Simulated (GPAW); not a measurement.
Input of a GPAW 26.7.0 run:

Contents of run.py:

```python
from ase.filters import FrechetCellFilter
from ase.io import read, write
from ase.optimize import BFGS
from ase.units import GPa
from gpaw import GPAW, PW

atoms = read('NiF.xyz')
atoms.set_initial_magnetic_moments([1.0, 0.0])

calc = GPAW(mode=PW(800),
            xc='LDA',
            kpts={'size': (7, 7, 7), 'gamma': True},
            occupations={'name': 'fermi-dirac', 'width': 0.05},
            nbands=22,
            convergence={'density': 1e-05, 'forces': 0.0001},
            maxiter=150,
            txt='gpaw.txt')
atoms.calc = calc
opt = BFGS(FrechetCellFilter(atoms, scalar_pressure=2 * GPa), trajectory='relax.traj', logfile='-')
done = opt.run(fmax=0.02, steps=60)
calc.write('gs.gpw')
write('result.traj', atoms)
print('Converged:', done)
print('Cell:', atoms.cell.cellpar().round(4))
print('Volume:', round(atoms.get_volume(), 4))
print(atoms.get_scaled_positions().round(5))
```

Contents of NiF.xyz:

```xyz
2
Lattice="0.0000000000 2.3348415800 2.3348415800 2.3348415800 0.0000000000 2.3348415800 2.3348415800 2.3348415800 0.0000000000" Properties=species:S:1:pos:R:3 pbc="T T T"
Ni     0.0000000000      0.0000000000      0.0000000000
F      3.5022623700      3.5022623700      3.5022623700
```

Potentials or basis: the program's PAW data sets (release 1.2.1) made for this functional, pw.

Run with:

```bash
$ OMP_NUM_THREADS=1 python run.py
```

(1) What does it give for the relaxed volume?

(2) What does it give for the band gap on the k mesh?

## Answers

(1) 12.06 Å³/atom.

(2) none (metal or under the smearing width).

Caveat: each step starts from the last one's moments, so a moment once lost doesn't come back; the stock nickel data set gives pressures a few GPa off other programs; later steps reuse the first step's grids; a cell with one magnetic atom can't hold antiferromagnetic order, which such compounds often take; semilocal functionals often make such compounds metallic where correlation or magnetic order opens a gap, which also shifts bond lengths.
